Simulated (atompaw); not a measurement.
# Mn: the cost of one run

Program: atompaw 4.2.0.5. Reference atom: PBE, scalar-relativistic, spherical and spin-unpolarised. All values are calculated.

**1. Settings**

The settings as typed:

- element: manganese (Mn, Z = 25)
- type: PAW
- frozen core: [Ne] 3s2
- valence charge: 13
- reference configuration: 3p6 3d5.5 4s1.5 4p0
- partial waves: 4s (bound): rc 2.80 bohr; 4s channel at 3.9 Ry: rc 2.80 bohr; 3p (bound): rc 0.95 bohr; 4p (bound, empty): rc 2.80 bohr; 3d (bound): rc 2.15 bohr; 3d channel at 0.05 Ry: rc 2.15 bohr
- local potential: bessel scheme, radius 2.20 bohr
- core correction: smooth core density matched at 1.80 bohr
- augmentation charge: sinc compensation charge, radius 2.70 bohr; PAW radius 2.80 bohr; waves and projectors: custom rrkj vanderbiltortho

**2. The generation run**

The input, Mn.input:

```
Mn 25
GGA-PBE scalarrelativistic loggrid 1500 logderivrange -6 5 276
4 4 3 0 0 0
4 0 1.5
4 1 0
3 2 5.5
0 0 0
c
c
c
v
c
v
v
v
2
2.80 2.70 2.20 1.80
y
3.9
n
n
y
0.05
n
custom rrkj vanderbiltortho sinc
bessel
2.80
2.80
0.95
2.80
2.15
2.15
PWSCFOUT
UPFDX 0.0125d0 UPFXMIN -7.d0 UPFZMESH 25.d0
END
```

On the command line:

```
atompaw < Mn.input > Mn.log
```

**Question.** How long does this run take on 1 thread of Intel Xeon 6975P-C, shared host?

About 4.9 s.
